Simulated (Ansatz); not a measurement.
Ba2Tl5V3O12:

```xyz
22
Lattice="6.0437 0.0955 -0.4538 -2.5759 5.5423 0.0296 -1.2131 -2.0613 13.9220" Properties=species:S:1:pos:R:3 pbc="T T T"
Ba    4.7194   -0.8046    6.1878
Ba    0.3670    2.6389   12.1406
V     0.1608   -1.4176   13.5896
V    -1.1465    2.4057    4.6852
V     2.0769    0.3875    8.9985
Tl    1.7105    0.8620    5.1314
Tl   -0.5988   -1.1205   10.3877
Tl    2.1528    4.6633    2.1426
Tl   -0.6442    2.4806    8.2526
Tl    4.6157    2.5798    0.2326
O    -0.0497    0.2256    0.5967
O    -2.3278    3.0065   12.3078
O    -0.0689    0.1648   12.9199
O     2.8986    0.5177    0.4422
O     0.3476    2.9705    5.4039
O     3.5997    2.7997    5.3243
O    -0.9723    0.6618    4.5376
O    -1.4442    3.1282    3.1877
O     3.5874    0.6520    8.2032
O     1.4718    1.7922    9.8063
O     2.2468   -0.9305   10.1084
O     0.9035   -0.0177    7.7635
```

The cell was built by a generator and needn't be a form met in nature.

Base run:

| Property | Result |
| --- | --- |
| Program | Ansatz 0.2.0 |
| Functional | RPBE |
| Potentials or basis | Ansatz PAW |
| Cutoff | 420 eV (not typed: the program's choice for these potentials) |
| k mesh | 5 × 5 × 2 |
| Occupations | fermi-dirac, width 0.05 eV |
| Spin | collinear spin, ferromagnetic start |
| Starting moments | [0.0, 0.0, 2.0, 2.0, 2.0, 0.0, 0.0, 0.0, 0.0, 0.0, 0.0, 0.0, 0.0, 0.0, 0.0, 0.0, 0.0, 0.0, 0.0, 0.0, 0.0, 0.0] μB |

Its results: band gap on the k mesh 3.14 eV, indirect (least direct gap 3.15 eV); pressure 2.5 GPa; net moment 0.00 μB per cell; largest force 0.210 eV/Å.

Question: The run is repeated on the same cell with these changes: functional from RPBE to PBE; potentials or basis from Ansatz PAW to PseudoDojo standard (PBE files); cutoff from 420 eV (not typed: the program's choice for these potentials) to 1143 eV. What comes out?

Answer: Band gap on the k mesh 3.03 eV, indirect (least direct gap 3.05 eV); pressure -0.2 GPa; net moment 0.00 μB per cell; largest force 0.051 eV/Å.

Caveats: spin-orbit coupling is left out, which as a rule narrows the gap of such compounds by several tenths of an eV; the starting moments weren't kept; the k mesh misses the band edges, so the gap on the mesh is wider than the one along the path (some runs); the PAW data sets come from PBE, with cores solved anew for the run's functional, which leaves a small shift of forces and pressure (some runs); odd divisions of the mesh miss points on the zone boundary, where band edges often lie, so the gap on the mesh can be too wide (some runs).
